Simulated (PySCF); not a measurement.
# The bond of KCl, level by level

What are the lowest state that PBE0 finds, the bond length, vibrational wavenumber and bond energy of KCl, and how much do these hang on the method?

Method: K def2-SVPD, Cl def2-SVPD, no relativity; program: PySCF 2.14.0.

### 1 The job

A driver script around PySCF takes these settings:

```json
{
  "atoms": "K, Cl",
  "charge": "0",
  "basis": "K def2-SVPD, Cl def2-SVPD",
  "Hamiltonian": "no relativity",
  "basis functions": "54",
  "electrons treated": "36",
  "masses in u": "38.9637, 34.9689",
  "levels": "PBE0, PBE, r²SCAN, B3LYP, BLYP, BP86, HF, MP2, SCS-MP2, CCSD, CCSD(T)",
  "grid": "80 radial by 434 angular points",
  "occupations": "held fixed by the projection of orbital angular momentum",
  "dissociation limit": "K + Cl, each in its ground configuration",
  "starting distance in angstrom": "2.915",
  "values of 2S to try": "0, 2"
}
```

Started as:

```
$ OMP_NUM_THREADS=1 python dia.py task.json out
```

After this run come: First curve: PBE0; Higher solutions at PBE0; PBE; r²SCAN (meta-GGA); B3LYP; BLYP (GGA); BP86 (GGA); RHF (mean field); Correlated methods on the Hartree–Fock reference.

What does the calculation give? Wanted: for each run, Re; ωe; De; μ.

**Answer**, as computed:

Lowest PBE0 solution found, without spin–orbit coupling: ¹Σ⁺ (singlet), closed shell. The other levels ran on it alone.

```
      level  Re (Å)  ωe (cm⁻¹)  De (eV)   μ (D)
        RHF   2.773      265.4     3.37  -11.30
    RHF-MP2   2.758      265.2     4.33     n/a
RHF-SCS-MP2   2.763      264.2     4.25     n/a
   RHF-CCSD   2.761      265.0     4.15     n/a
RHF-CCSD(T)   2.763      263.7     4.20     n/a
        PBE   2.718      270.1     4.34  -10.40
       BLYP   2.741      263.2     4.17  -10.48
       BP86   2.720      268.9     4.34  -10.49
     r²SCAN   2.726      273.3     4.50  -10.74
      B3LYP   2.727      270.3     4.25  -10.64
       PBE0   2.710      275.9     4.34  -10.61
```

De is counted to K + Cl in their ground configurations. A positive dipole means K(−)Cl(+).

Differences from CCSD(T) in the same basis:

```
      level  Re (mÅ)  ωe (%)
        RHF      +10    +0.6
    RHF-MP2       -5    +0.6
RHF-SCS-MP2        0    +0.2
   RHF-CCSD       -2    +0.5
        PBE      -45    +2.4
       BLYP      -22    -0.2
       BP86      -43    +2.0
     r²SCAN      -37    +3.6
      B3LYP      -36    +2.5
       PBE0      -53    +4.6
```

**Reading.** Against CCSD(T) in the same basis, the bond length is nearest at RHF-SCS-MP2 (0 mÅ) and farthest at PBE0 (-53 mÅ); the wavenumber is nearest at RHF-SCS-MP2 and BLYP (0.2 % off) and farthest at PBE0 (+4.6 %). CCSD(T) in a basis this small is itself some way from its limit, more so than the functionals. Among the levels with a De in the table, it runs from 3.37 eV (RHF) to 4.50 eV (r²SCAN).

Correlated steps freeze 10 core orbitals.
